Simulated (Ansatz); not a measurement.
# Hexafluoro-1,3-butadiene (C4F6): how energies converge with the basis set

One table from this session's results is given with a row withheld; the runs are named, their logs left out.

Program: Ansatz 0.2.0, Gaussian basis. Level of theory: one geometry, several basis sets. These are calculated values, not measurements.

Levels to be run: PBE0-D4/def2-SVP; ωB97M-V/def2-SVP; PBE0-D4/def2-QZVPP; ωB97M-V/def2-QZVPP; the functionals' def2-TZVPP values are taken from earlier runs.

**Structure used throughout**

An earlier PBE0-D4 in a triple-zeta def2 set relaxation fixed the geometry.

SMILES `FC(F)=C(F)C(F)=C(F)F`, 10 atoms, charge 0, spin multiplicity 1.

Atoms are counted from 1 here; the program's logs count them from 0.

Bond lengths: F1–C2 1.305 Å, C2–F3 1.305 Å, C2–C4 1.330 Å, C4–F5 1.337 Å, C4–C6 1.449 Å, C6–F7 1.337 Å, C6–C8 1.330 Å, C8–F9 1.305 Å, C8–F10 1.305 Å. Angles: F1–C2–F3 112.3°, F1–C2–C4 123.7°, F3–C2–C4 124.0°, C2–C4–F5 118.1°, C2–C4–C6 125.0°, F5–C4–C6 116.8°, C4–C6–F7 116.8°, C4–C6–C8 125.0°, F7–C6–C8 118.1°, C6–C8–F9 124.0°, C6–C8–F10 123.7°, F9–C8–F10 112.3°.

Set-up of the first run:

Contents of in.yaml:

```yaml
crystal:
  periodic: [false, false, false]
  atoms:
    - {symbol: F, position_ang: [-2.086740, 1.605239, 1.377435]}
    - {symbol: C, position_ang: [-1.123967, 0.738242, 1.224281]}
    - {symbol: F, position_ang: [-0.871277, 0.078664, 2.322103]}
    - {symbol: C, position_ang: [-0.465181, 0.561113, 0.082023]}
    - {symbol: F, position_ang: [-0.856639, 1.263923, -0.986288]}
    - {symbol: C, position_ang: [0.679211, -0.310026, -0.091812]}
    - {symbol: F, position_ang: [1.502124, -0.441653, 0.954091]}
    - {symbol: C, position_ang: [0.986776, -0.952045, -1.215796]}
    - {symbol: F, position_ang: [0.241567, -0.944362, -2.287636]}
    - {symbol: F, position_ang: [2.077324, -1.650095, -1.375399]}
basis:
  gaussian: {orbitals: def2-SVP}
hamiltonian: {xc: pbe0, dispersion: d4}
output: {orbitals: {seedname: orbitals}}
```

Launch:

```console
ansatz run in.yaml --threads 2 --pin off --events-out ev --progress --plain --max-ram 32768MiB --backend cpu
```

Steps of the session up to this table: PBE0-D4 in def2-SVP; ωB97M-V in def2-SVP; PBE0-D4 in def2-QZVPP; ωB97M-V in def2-QZVPP.

One table of the session follows, with a row left open; its other results are not shown here.

It belongs to the step «Density functionals: the series». 

| functional | basis | HOMO (eV) |
| --- | --- | --- |
| PBE0-D4 | def2-SVP | -7.03 |
| PBE0-D4 | def2-TZVPP | -7.13 |
| PBE0-D4 | def2-QZVPP | ? |
| ωB97M-V | def2-SVP | -9.13 |
| ωB97M-V | def2-TZVPP | -9.27 |
| ωB97M-V | def2-QZVPP | -9.32 |

**Question.** Estimate the row for PBE0-D4, def2-QZVPP.

As computed: HOMO (eV): -7.18. In the column «HOMO (eV)» it lies between ωB97M-V, def2-SVP (-9.13) and PBE0-D4, def2-TZVPP (-7.13).
